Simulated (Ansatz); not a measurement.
# Cl2GeH5NSi: a ladder of functionals and wavefunction methods

The task here is to estimate one member of a computed series from the others.

Method: functionals in def2-TZVPP, the program's frozen cores in correlated methods; program: Ansatz 0.2.0, Gaussian basis.

Levels to be run: PBE-D4, r2SCAN-D4, PBE0-D4, B3LYP-D4, ωB97X-V, ωB97M-V, B2PLYP; CCSD(T)/def2-TZVPP; MP2/def2-QZVPP; extrapolation to the limit.

## The relaxed structure

The geometry comes from an earlier relaxation with PBE0-D4 in a triple-zeta def2 set; it is a stationary point, not always the lowest conformer.

SMILES `Cl[SiH2][NH][GeH2][Cl]`, 10 atoms, charge 0, spin multiplicity 1.

Atoms are counted from 1 here; the program's logs count them from 0.

Bond lengths: Cl1–Si2 2.063 Å, Si2–N3 1.707 Å, Si2–H6 1.479 Å, Si2–H7 1.479 Å, N3–Ge4 1.824 Å, N3–H8 1.010 Å, Ge4–Cl5 2.160 Å, Ge4–H9 1.529 Å, Ge4–H10 1.530 Å. Angles: Cl1–Si2–N3 112.7°, Cl1–Si2–H6 105.8°, Cl1–Si2–H7 106.8°, N3–Si2–H6 110.7°, N3–Si2–H7 107.8°, H6–Si2–H7 113.1°, Si2–N3–Ge4 126.8°, Si2–N3–H8 118.0°, Ge4–N3–H8 115.2°, N3–Ge4–Cl5 109.4°, N3–Ge4–H9 108.3°, N3–Ge4–H10 110.1°, Cl5–Ge4–H9 107.2°, Cl5–Ge4–H10 106.0°, H9–Ge4–H10 115.6°.

The first run:

in.yaml reads:

```yaml
crystal:
  periodic: [false, false, false]
  atoms:
    - {symbol: Cl, position_ang: [-0.973901, 0.341114, -2.890292]}
    - {symbol: Si, position_ang: [-0.707708, -0.771571, -1.173228]}
    - {symbol: N, position_ang: [0.597239, -0.216153, -0.223161]}
    - {symbol: Ge, position_ang: [0.500183, 0.873779, 1.236096]}
    - {symbol: Cl, position_ang: [0.644654, -0.317013, 3.032170]}
    - {symbol: H, position_ang: [-0.472161, -2.159297, -1.626337]}
    - {symbol: H, position_ang: [-1.942660, -0.624912, -0.373471]}
    - {symbol: H, position_ang: [1.530614, -0.492483, -0.491513]}
    - {symbol: H, position_ang: [-0.874908, 1.541269, 1.245886]}
    - {symbol: H, position_ang: [1.698649, 1.825268, 1.263850]}
basis:
  gaussian: {orbitals: def2-TZVPP}
hamiltonian: {xc: pbe, dispersion: d4}
output: {forces: true, orbitals: {seedname: orbitals}}
```

Command:

```console
ansatz run in.yaml --threads 2 --pin off --events-out ev --progress --plain --max-ram 32768MiB --backend cuda --devices 0, --max-vram 18GiB
```

Steps of the session up to this table: PBE-D4 (GGA); r2SCAN-D4 (meta-GGA); PBE0-D4 (hybrid); B3LYP-D4 (hybrid); ωB97X-V (range-separated); ωB97M-V (range-separated); B2PLYP (double hybrid); CCSD(T) in def2-TZVPP; MP2 in def2-QZVPP.

One of the session's tables, all rows but one given; the rest of the session is left out.

| method | atomisation energy (kJ/mol) |
| --- | --- |
| PBE-D4 | 3083.8 |
| r2SCAN-D4 | 3079.9 |
| PBE0-D4 | 3054.0 |
| B3LYP-D4 | 3057.2 |
| ωB97X-V | 3112.3 |
| ωB97M-V | 3087.6 |
| B2PLYP | 3027.8 |
| HF/def2-TZVPP | 2217.5 |
| MP2/def2-TZVPP | ? |
| CCSD/def2-TZVPP | 2954.6 |
| CCSD(T)/def2-TZVPP | 3002.3 |
| MP2/CBS | 3133.1 |
| CCSD(T)/CBS | 3094.1 |

Q: Estimate the row for MP2/def2-TZVPP from the others.

**Answer.** atomisation energy (kJ/mol): 3041.3. In the column «atomisation energy (kJ/mol)» it lies between B2PLYP (3027.8) and PBE0-D4 (3054.0).

Caveats from the session: Free atoms (2 Cl, 1 Si, 1 N, 1 Ge, 5 H) were run apart at each level; the atomisation energy is their sum less the molecule, without zero-point or spin-orbit terms.
